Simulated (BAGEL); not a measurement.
**doublet C2H4GaN+: levels of theory compared**

We compute a comparison of 3 runs (ROHF/6-31G*, ROHF/def2-SVP, UHF/def2-SVP) of doublet C2H4GaN+. 

The results are computed with BAGEL 1.2.2.

11 further runs of the same task are left out: 7 that didn't finish, 4 set aside as unsound or not needed. Runs told in other sessions of the task aren't counted.

## 1. The molecule

C2H4GaN+ has 8 atoms, charge +1, and is taken as a doublet. SMILES of the parent species: `N=C=[CH][GaH2]`. The shape is that of a PBE0-D4/def2-TZVP optimisation. That shape belongs to the parent species and isn't relaxed for this state.

Bond lengths: N1–C2 1.214 Å, C2–C3 1.309 Å, C3–Ga4 1.931 Å, N1–H5 1.014 Å, C3–H6 1.084 Å, Ga4–H7 1.565 Å, Ga4–H8 1.565 Å. Angles: N1–C2–C3 173.8°, C2–C3–Ga4 119.1°, C2–N1–H5 119.2°, C2–C3–H6 118.2°, Ga4–C3–H6 122.7°, C3–Ga4–H7 118.3°, C3–Ga4–H8 118.1°, H7–Ga4–H8 123.7°.

## 2. A single-point energy at ROHF/6-31G(d) (density fitting with qzvpp-jkfit, spherical functions) (run 1)

input.json

```json
{ "bagel": [

{
  "title": "molecule",
  "basis": "6-31gs.json",
  "df_basis": "qzvpp-jkfit",
  "angstrom": true,
  "geometry": [
    { "atom": "N", "xyz": [       0.336900,       2.061700,      -0.854600 ] },
    { "atom": "C", "xyz": [       0.365600,       1.114900,      -0.096000 ] },
    { "atom": "C", "xyz": [       0.472300,       0.025700,       0.622800 ] },
    { "atom": "Ga", "xyz": [      -0.381300,      -1.593600,       0.007200 ] },
    { "atom": "H", "xyz": [      -0.411400,       2.740600,      -0.770200 ] },
    { "atom": "H", "xyz": [       1.040500,       0.073900,       1.545200 ] },
    { "atom": "H", "xyz": [      -0.231900,      -2.886400,       0.876300 ] },
    { "atom": "H", "xyz": [      -1.190600,      -1.536800,      -1.330700 ] }
  ]
},

{ "title": "rohf", "charge": 1, "nopen": 1 },

{ "title": "print", "file": "orbitals.molden", "orbitals": true }

]}
```

The basis set 6-31G* is read from a file made from the Basis Set Exchange's data (not shown).

The run is started by

```bash
$ BAGEL_NUM_THREADS=1 BAGEL input.json > input.out
```

What it wrote:

```text
* using 1 threads per process

  ===============================================================
  ===============================================================

  *** Geometry ***

  { "atom" : "N", "xyz" : [      0.636649,      3.896048,     -1.614960 ] },
  { "atom" : "C", "xyz" : [      0.690884,      2.106856,     -0.181414 ] },
  { "atom" : "C", "xyz" : [      0.892518,      0.048566,      1.176921 ] },
  { "atom" : "Ga", "xyz" : [     -0.720553,     -3.011468,      0.013606 ] },
  { "atom" : "H", "xyz" : [     -0.777433,      5.178983,     -1.455467 ] },
  { "atom" : "H", "xyz" : [      1.966260,      0.139651,      2.920005 ] },
  { "atom" : "H", "xyz" : [     -0.438227,     -5.454505,      1.655967 ] },
  { "atom" : "H", "xyz" : [     -2.249908,     -2.904131,     -2.514659 ] },

  Number of auxiliary basis functions:      565

  Since a DF basis is specified, we compute 2- and 3-index integrals:
    o Being stored without compression. Storage requirement is 0.030 GB

  Number of basis functions:       82
  Number of electrons      :       54

    * METHOD: MOLECULE                             0.36

  *** Open-shell HF ***

  === Nuclear Repulsion ===
   206.7590860021

      * DIIS with orbital gradients will be used.

  === ROHF iteration (6-31gs.json) ===
      0      -2054.78507064          0.03612955           0.18
      1      -2054.82306719          0.04177913           0.18
      2      -2054.90464502          0.03772496           0.17
      3      -2055.08608615          0.00499648           0.17
      4      -2055.09579781          0.00324495           0.17
      5      -2055.10079805          0.00171667           0.17
      6      -2055.10333077          0.00146931           0.17
      7      -2055.10467981          0.00133818           0.18
      8      -2055.10711526          0.00109027           0.17
      9      -2055.10907055          0.00046922           0.18
     10      -2055.10994654          0.00057672           0.17
     11      -2055.10984225          0.00010258           0.18
     12      -2055.10997121          0.00004909           0.17
     13      -2055.10997674          0.00002052           0.18
     14      -2055.10998085          0.00001272           0.18
     15      -2055.10997856          0.00000575           0.18
     16      -2055.10998202          0.00000447           0.18
     17      -2055.10998185          0.00000339           0.18
     18      -2055.10998221          0.00000141           0.17
     19      -2055.10998181          0.00000097           0.18
     20      -2055.10998188          0.00000059           0.17
     21      -2055.10998186          0.00000028           0.17
     22      -2055.10998186          0.00000015           0.17
     23      -2055.10998187          0.00000006           0.17
     24      -2055.10998187          0.00000003           0.18
     25      -2055.10998187          0.00000002           0.17
     26      -2055.10998187          0.00000001           0.19
    * SCF iteration converged.

    * S^2 (ROHF) is 0.7500

    * Permanent dipole moment:
           (   -0.204354,    -2.000776,    -0.599192) a.u.

    * METHOD: ROHF                                 5.03

    * METHOD: PRINT                                0.02

  ===============================================================
```

It took 5.7 s on 1 thread of Arm Neoverse V1, shared host; peak memory 0.14 GiB.

## 3. A single-point energy at ROHF/def2-SVP (density fitting with qzvpp-jkfit) (run 2)

input.json

```json
{ "bagel" : [

{
  "title" : "molecule",
  "basis" : "svp",
  "df_basis" : "qzvpp-jkfit",
  "angstrom" : true,
  "geometry" : [
    { "atom" : "N", "xyz" : [       0.336900,       2.061700,      -0.854600 ] },
    { "atom" : "C", "xyz" : [       0.365600,       1.114900,      -0.096000 ] },
    { "atom" : "C", "xyz" : [       0.472300,       0.025700,       0.622800 ] },
    { "atom" : "Ga", "xyz" : [      -0.381300,      -1.593600,       0.007200 ] },
    { "atom" : "H", "xyz" : [      -0.411400,       2.740600,      -0.770200 ] },
    { "atom" : "H", "xyz" : [       1.040500,       0.073900,       1.545200 ] },
    { "atom" : "H", "xyz" : [      -0.231900,      -2.886400,       0.876300 ] },
    { "atom" : "H", "xyz" : [      -1.190600,      -1.536800,      -1.330700 ] }
  ]
},

{ "title" : "rohf", "charge" : 1, "nopen" : 1 },

{ "title" : "print", "file" : "orbitals.molden", "orbitals" : true }

]}
```

The run is started by

```bash
$ BAGEL_NUM_THREADS=1 BAGEL input.json > input.out
```

What it wrote:

```text
* using 1 threads per process

  ===============================================================
  ===============================================================

  *** Geometry ***

  { "atom" : "N", "xyz" : [      0.636649,      3.896048,     -1.614960 ] },
  { "atom" : "C", "xyz" : [      0.690884,      2.106856,     -0.181414 ] },
  { "atom" : "C", "xyz" : [      0.892518,      0.048566,      1.176921 ] },
  { "atom" : "Ga", "xyz" : [     -0.720553,     -3.011468,      0.013606 ] },
  { "atom" : "H", "xyz" : [     -0.777433,      5.178983,     -1.455467 ] },
  { "atom" : "H", "xyz" : [      1.966260,      0.139651,      2.920005 ] },
  { "atom" : "H", "xyz" : [     -0.438227,     -5.454505,      1.655967 ] },
  { "atom" : "H", "xyz" : [     -2.249908,     -2.904131,     -2.514659 ] },

  Number of auxiliary basis functions:      565

  Since a DF basis is specified, we compute 2- and 3-index integrals:
    o Being stored without compression. Storage requirement is 0.040 GB

  Number of basis functions:       94
  Number of electrons      :       54

    * METHOD: MOLECULE                             0.36

  *** Open-shell HF ***

  === Nuclear Repulsion ===
   206.7590860021

      * DIIS with orbital gradients will be used.

  === ROHF iteration (svp) ===
      0      -2054.77582005          0.02696800           0.23
      1      -2054.88503033          0.02561166           0.23
      2      -2054.94266386          0.01814506           0.23
      3      -2055.01028294          0.00493939           0.21
      4      -2055.02924820          0.00385782           0.20
      5      -2055.04269088          0.00186816           0.20
      6      -2055.04688854          0.00118963           0.21
      7      -2055.04763089          0.00061517           0.21
      8      -2055.04793231          0.00044533           0.21
      9      -2055.04814246          0.00031386           0.21
     10      -2055.04828396          0.00009266           0.20
     11      -2055.04833784          0.00003533           0.20
     12      -2055.04834866          0.00001838           0.21
     13      -2055.04835256          0.00000890           0.21
     14      -2055.04835302          0.00000555           0.20
     15      -2055.04835307          0.00000288           0.20
     16      -2055.04835333          0.00000167           0.20
     17      -2055.04835324          0.00000115           0.21
     18      -2055.04835325          0.00000081           0.21
     19      -2055.04835323          0.00000039           0.21
     20      -2055.04835326          0.00000018           0.22
     21      -2055.04835328          0.00000011           0.21
     22      -2055.04835328          0.00000007           0.20
     23      -2055.04835328          0.00000004           0.20
     24      -2055.04835329          0.00000002           0.20
     25      -2055.04835328          0.00000001           0.20
     26      -2055.04835328          0.00000001           0.20
    * SCF iteration converged.

    * S^2 (ROHF) is 0.7500

    * Permanent dipole moment:
           (   -0.225549,    -2.023923,    -0.578035) a.u.

    * METHOD: ROHF                                 5.95

    * METHOD: PRINT                                0.02

  ===============================================================
```

Run time: 6.6 s. Hardware: 1 thread of Arm Neoverse V1, shared host; peak memory 0.16 GiB.

## 4. The energy at UHF/def2-SVP (density fitting with qzvpp-jkfit) (run 3)

hf.json

```json
{ "bagel" : [

{
  "title" : "molecule",
  "basis" : "svp",
  "df_basis" : "qzvpp-jkfit",
  "angstrom" : true,
  "geometry" : [
    { "atom" : "N", "xyz" : [       0.336900,       2.061700,      -0.854600 ] },
    { "atom" : "C", "xyz" : [       0.365600,       1.114900,      -0.096000 ] },
    { "atom" : "C", "xyz" : [       0.472300,       0.025700,       0.622800 ] },
    { "atom" : "Ga", "xyz" : [      -0.381300,      -1.593600,       0.007200 ] },
    { "atom" : "H", "xyz" : [      -0.411400,       2.740600,      -0.770200 ] },
    { "atom" : "H", "xyz" : [       1.040500,       0.073900,       1.545200 ] },
    { "atom" : "H", "xyz" : [      -0.231900,      -2.886400,       0.876300 ] },
    { "atom" : "H", "xyz" : [      -1.190600,      -1.536800,      -1.330700 ] }
  ]
},

{ "title" : "uhf", "charge" : 1, "nopen" : 1 },

{ "title" : "print", "file" : "orbitals.molden", "orbitals" : true }

]}
```

The run is started by

```bash
$ BAGEL_NUM_THREADS=1 BAGEL hf.json > hf.out
```

What it wrote:

```text
* using 1 threads per process

  ===============================================================
  ===============================================================

  *** Geometry ***

  { "atom" : "N", "xyz" : [      0.636649,      3.896048,     -1.614960 ] },
  { "atom" : "C", "xyz" : [      0.690884,      2.106856,     -0.181414 ] },
  { "atom" : "C", "xyz" : [      0.892518,      0.048566,      1.176921 ] },
  { "atom" : "Ga", "xyz" : [     -0.720553,     -3.011468,      0.013606 ] },
  { "atom" : "H", "xyz" : [     -0.777433,      5.178983,     -1.455467 ] },
  { "atom" : "H", "xyz" : [      1.966260,      0.139651,      2.920005 ] },
  { "atom" : "H", "xyz" : [     -0.438227,     -5.454505,      1.655967 ] },
  { "atom" : "H", "xyz" : [     -2.249908,     -2.904131,     -2.514659 ] },

  Number of auxiliary basis functions:      565

  Since a DF basis is specified, we compute 2- and 3-index integrals:
    o Being stored without compression. Storage requirement is 0.040 GB

  Number of basis functions:       94
  Number of electrons      :       54

    * METHOD: MOLECULE                             0.35

  *** Open-shell HF ***

  === Nuclear Repulsion ===
   206.7590860021

      * DIIS with orbital gradients will be used.

  === UHF iteration (svp) ===
      0      -2054.77582005          0.02696800           0.22
      1      -2054.88769947          0.02556731           0.21
      2      -2054.95228880          0.01778974           0.21
      3      -2055.01658738          0.00448590           0.20
      4      -2055.03600233          0.00355064           0.21
      5      -2055.05007321          0.00196172           0.21
      6      -2055.05721497          0.00101114           0.22
      7      -2055.05763214          0.00052468           0.22
      8      -2055.05814079          0.00031036           0.22
      9      -2055.05847620          0.00025260           0.22
     10      -2055.05876567          0.00019417           0.23
     11      -2055.05901059          0.00016145           0.22
     12      -2055.05933357          0.00012453           0.22
     13      -2055.05941687          0.00005665           0.22
     14      -2055.05942750          0.00003067           0.22
     15      -2055.05943027          0.00001806           0.22
     16      -2055.05943147          0.00000981           0.23
     17      -2055.05943185          0.00000591           0.22
     18      -2055.05943220          0.00000394           0.22
     19      -2055.05943246          0.00000318           0.22
     20      -2055.05943263          0.00000220           0.22
     21      -2055.05943272          0.00000185           0.22
     22      -2055.05943277          0.00000142           0.23
     23      -2055.05943279          0.00000115           0.24
     24      -2055.05943279          0.00000087           0.23
     25      -2055.05943279          0.00000071           0.23
     26      -2055.05943279          0.00000057           0.22
     27      -2055.05943280          0.00000038           0.22
     28      -2055.05943280          0.00000028           0.22
     29      -2055.05943280          0.00000020           0.22
     30      -2055.05943280          0.00000015           0.22
     31      -2055.05943280          0.00000013           0.23
     32      -2055.05943280          0.00000011           0.23
     33      -2055.05943280          0.00000009           0.23
     34      -2055.05943280          0.00000008           0.23
     35      -2055.05943280          0.00000007           0.23
     36      -2055.05943280          0.00000005           0.22
     37      -2055.05943280          0.00000004           0.23
     38      -2055.05943280          0.00000002           0.22
     39      -2055.05943280          0.00000002           0.22
     40      -2055.05943280          0.00000001           0.22
     41      -2055.05943280          0.00000001           0.23
    * SCF iteration converged.

    * S^2 (UHF) is 0.9082

    * Permanent dipole moment:
           (   -0.298518,    -2.316150,    -0.329779) a.u.

    * METHOD: UHF                                  9.57

    * METHOD: PRINT                                0.02

  ===============================================================
```

Run time: 10 s. Hardware: 1 thread of Arm Neoverse V1, shared host; peak memory 0.16 GiB.

## 5. Overview of the runs

```csv
run,level,energy (Eh),⟨S²⟩,wall time
1,"ROHF/6-31G* (density fitting with qzvpp-jkfit, spherical functions)",-2055.109982,0.750,5.7 s
2,ROHF/def2-SVP (density fitting with qzvpp-jkfit),-2055.048353,0.750,6.6 s
3,UHF/def2-SVP (density fitting with qzvpp-jkfit),-2055.059433,0.908,10 s
```

## 6. Summary of results

| quantity | value |
| --- | --- |
| run 3: total energy | -2055.05943 Eh |
| run 3: ⟨S²⟩ | 0.908 |

In words: Spin contamination of the reference: run 3 ⟨S²⟩ = 0.91. All runs together took 23 s, the longest 10 s.
